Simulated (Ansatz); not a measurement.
# CH₄GeS (SMILES [CH2]1[S][GeH2]1): one structure at several levels

A test off equilibrium: a structure displaced at random from a GFN2-xTB minimum is computed at several levels, and each is set against CCSD(T).

Program: Ansatz 0.2.0, Gaussian basis. Level of theory: single points in def2-TZVPP. These are calculated values, not measurements.

Correlated methods freeze the cores. Filled d shells of the heavier atoms are correlated. B3LYP uses VWN-RPA correlation.

**1. The system as given**

SMILES `[CH2]1[S][GeH2]1`, 7 atoms, charge 0, spin multiplicity 1.

Atoms are counted from 1 here; the program's logs count them from 0.

Bond lengths: C1–S2 1.856 Å, C1–Ge3 1.881 Å, C1–H4 1.054 Å, C1–H5 1.066 Å, S2–Ge3 2.132 Å, Ge3–H6 1.492 Å, Ge3–H7 1.510 Å. Angles: S2–C1–Ge3 69.6°, S2–C1–H4 107.4°, S2–C1–H5 112.3°, Ge3–C1–H4 122.0°, Ge3–C1–H5 122.8°, H4–C1–H5 111.9°, C1–S2–Ge3 55.8°, C1–Ge3–S2 54.7°, C1–Ge3–H6 119.2°, C1–Ge3–H7 119.5°, S2–Ge3–H6 118.3°, S2–Ge3–H7 117.4°, H6–Ge3–H7 114.7°.

Geometry (Å):

```mol
CH4GeS
  3D, bonds by distance, orders not assigned

  7  7  0  0  0  0  0  0  0  0999 V2000
   -0.7578   -0.1319   -0.5769 C   0  0
   -0.4196   -1.4297    0.7061 S   0  0
    0.7630    0.3230    0.4320 Ge  0  0
   -0.6842   -0.5958   -1.5202 H   0  0
   -1.7055    0.3369   -0.4379 H   0  0
    0.6643    1.4095    1.4492 H   0  0
    2.1364    0.1476   -0.1716 H   0  0
  1  2  8  0
  1  3  8  0
  1  4  8  0
  1  5  8  0
  2  3  8  0
  3  6  8  0
  3  7  8  0
M  END
```

**2. CCSD(T)/def2-TZVPP**

File run/in.yaml:

```yaml
crystal:
  periodic: [false, false, false]
  atoms:
    - {symbol: C, position_ang: [-0.757800, -0.131900, -0.576900]}
    - {symbol: S, position_ang: [-0.419600, -1.429700, 0.706100]}
    - {symbol: Ge, position_ang: [0.763000, 0.323000, 0.432000]}
    - {symbol: H, position_ang: [-0.684200, -0.595800, -1.520200]}
    - {symbol: H, position_ang: [-1.705500, 0.336900, -0.437900]}
    - {symbol: H, position_ang: [0.664300, 1.409500, 1.449200]}
    - {symbol: H, position_ang: [2.136400, 0.147600, -0.171600]}
basis:
  gaussian: {orbitals: def2-TZVPP}
correlation: {method: ccsd_t}
output: {forces: true}
```

No record of the launch command was kept for these runs.

**3. PBE0-D4/def2-TZVPP**

Changes to run/in.yaml since step 2:

```diff
@@ -12,3 +12,3 @@
   gaussian: {orbitals: def2-TZVPP}
-correlation: {method: ccsd_t}
-output: {forces: true}
+hamiltonian: {xc: pbe0, dispersion: d4}
+output: {forces: true, orbitals: {seedname: orbitals}}
```

**4. wB97M-V/def2-TZVPP**

Changes to run/in.yaml since step 3:

```diff
@@ -12,3 +12,3 @@
   gaussian: {orbitals: def2-TZVPP}
-hamiltonian: {xc: pbe0, dispersion: d4}
-output: {forces: true, orbitals: {seedname: orbitals}}
+hamiltonian: {xc: {name: wB97M-V}}
+output: {forces: true}
```

**5. r2SCAN-D4/def2-TZVPP**

Changes to run/in.yaml since step 4:

```diff
@@ -12,3 +12,3 @@
   gaussian: {orbitals: def2-TZVPP}
-hamiltonian: {xc: {name: wB97M-V}}
+hamiltonian: {xc: r2scan, dispersion: d4}
 output: {forces: true}
```

**6. PBE-D4/def2-TZVPP**

Changes to run/in.yaml since step 5:

```diff
@@ -12,3 +12,3 @@
   gaussian: {orbitals: def2-TZVPP}
-hamiltonian: {xc: r2scan, dispersion: d4}
+hamiltonian: {xc: pbe, dispersion: d4}
 output: {forces: true}
```

**7. B3LYP-D4/def2-TZVPP**

Changes to run/in.yaml since step 6:

```diff
@@ -12,3 +12,3 @@
   gaussian: {orbitals: def2-TZVPP}
-hamiltonian: {xc: pbe, dispersion: d4}
+hamiltonian: {xc: {name: B3LYP}, dispersion: d4}
 output: {forces: true}
```

**8. r2SCANh-D4/def2-TZVPP**

Changes to run/in.yaml since step 7:

```diff
@@ -12,3 +12,3 @@
   gaussian: {orbitals: def2-TZVPP}
-hamiltonian: {xc: {name: B3LYP}, dispersion: d4}
+hamiltonian: {xc: {name: r2SCANh}, dispersion: d4}
 output: {forces: true}
```

(Steps that only read results are left out.)

What does the calculation give? Wanted: energy less free atoms, CCSD(T)/def2-TZVPP; RMS force component; RMS force error; HOMO and LUMO, PBE0-D4; T1 diagnostic.

**Answer**, as computed:

| quantity | value |
| --- | --- |
| energy less free atoms, CCSD(T)/def2-TZVPP | -2128.8 kJ/mol |
| RMS force component | 0.491 to 0.640 eV/Å over the methods |
| RMS force error | PBE0-D4 0.161, wB97M-V 0.111, r2SCAN-D4 0.102, PBE-D4 0.137, B3LYP-D4 0.050, r2SCANh-D4 0.135 eV/Å |
| HOMO and LUMO, PBE0-D4 | -6.78 and -0.25 eV |
| T1 diagnostic | 0.012 |

Against CCSD(T) the functionals' energies less atoms differ by -76.7 to -24.7 kJ/mol, PBE-D4 by -76.7 kJ/mol. The reference is not at the basis limit: in triple zeta CCSD(T) underbinds, which counts against methods that bind more; the gaps are no ranking. For forces B3LYP-D4 does best and PBE0-D4 worst. Frozen-core CCSD(T) forces in triple zeta carry basis errors of their own, and this is one geometry, so small gaps rank nothing.
